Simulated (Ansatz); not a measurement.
**BCl2F: basis-set convergence**

An exercise on one series of results from a longer session: the logs are not shown, and one member is left open.

The runs use Ansatz 0.2.0, Gaussian basis; one geometry, several basis sets.

The runs, in order: PBE0-D4/def2-SVP; ωB97M-V/def2-SVP; PBE0-D4/def2-QZVPP; ωB97M-V/def2-QZVPP; CCSD(T)/cc-pV(D+d)Z; CCSD(T)/cc-pV(T+d)Z; CCSD(T)/cc-pV(Q+d)Z; the functionals' def2-TZVPP values are taken from earlier runs.

### The geometry

All runs share one geometry, relaxed beforehand with PBE0-D4 in a triple-zeta def2 set.

4 atoms, charge 0, spin multiplicity 1.

Atoms are counted from 1 here; the program's logs count them from 0.

Bond lengths: F1–B2 1.310 Å, B2–Cl3 1.739 Å, B2–Cl4 1.739 Å. Angles: F1–B2–Cl3 119.3°, F1–B2–Cl4 119.3°, Cl3–B2–Cl4 121.5°.

The first run:

Contents of in.yaml:

```yaml
crystal:
  periodic: [false, false, false]
  atoms:
    - {symbol: F, position_ang: [0.130316, -1.186797, -0.776161]}
    - {symbol: B, position_ang: [0.021926, -0.096072, -0.058370]}
    - {symbol: Cl, position_ang: [-1.536350, 0.360591, 0.563363]}
    - {symbol: Cl, position_ang: [1.439608, 0.861979, 0.250868]}
basis:
  gaussian: {orbitals: def2-SVP}
hamiltonian: {xc: pbe0, dispersion: d4}
output: {orbitals: {seedname: orbitals}}
```

Started as:

```console
ansatz run in.yaml --threads 4 --pin off --events-out ev --progress --plain --max-ram 10444MiB
```

Steps of the session up to this table: PBE0-D4 in def2-SVP; ωB97M-V in def2-SVP; PBE0-D4 in def2-QZVPP; ωB97M-V in def2-QZVPP.

One table of the session follows, with a row left open; its other results are not shown here.

It belongs to the step «Functionals by basis». 

```
functional       basis  HOMO (eV)
   PBE0-D4    def2-SVP      -9.27
   PBE0-D4  def2-TZVPP          ?
   PBE0-D4  def2-QZVPP      -9.46
   ωB97M-V    def2-SVP     -11.49
   ωB97M-V  def2-TZVPP     -11.69
   ωB97M-V  def2-QZVPP     -11.74
```

**Question.** Estimate the row for PBE0-D4, def2-TZVPP.

The run gave: HOMO (eV): -9.43. In the column «HOMO (eV)» it lies between PBE0-D4, def2-QZVPP (-9.46) and PBE0-D4, def2-SVP (-9.27).
